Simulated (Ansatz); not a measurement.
The system is HPbNO4.

```
H Pb N O
1.0
     4.12040   -0.00081   -0.01120
     0.00404    6.42722    0.05360
     0.02791    3.20707    7.74994
H Pb N O
2 2 2 8
Direct
  0.90366 0.21821 0.48851
  0.40337 0.78177 0.51142
  0.39455 0.30863 0.70725
  0.89489 0.69135 0.29266
  0.63409 0.19990 0.20730
  0.13386 0.80012 0.79275
  0.90829 0.32866 0.54369
  0.53792 0.39076 0.19497
  0.53483 0.11279 0.10602
  0.83718 0.08887 0.32672
  0.40817 0.67132 0.45624
  0.03774 0.60924 0.80520
  0.03429 0.88737 0.89397
  0.33716 0.91101 0.67330
```

The cell was built by a generator and needn't be a form met in nature.

Program: Ansatz 0.2.0. Alike in all runs: level PBE; potentials or basis Ansatz PAW; no spin polarisation; cell as given; k mesh 7 × 5 × 4; cutoff (eV) 420; smearing fermi-dirac 0.05 eV. Hardware: 8 threads of Arm Neoverse V1, with other jobs on the host.

Problem. Order these runs on this cell by their wall time, lowest first.
A. task electron localisation function
B. task projected density of states
C. task atomic charges

Solution. A (16 s), C (34 s), B (100 s).

Caveats: odd divisions of the mesh miss points on the zone boundary, where band edges often lie, so the gap on the mesh can be too wide; spin-orbit coupling is left out, which as a rule narrows the gap of such compounds by several tenths of an eV.
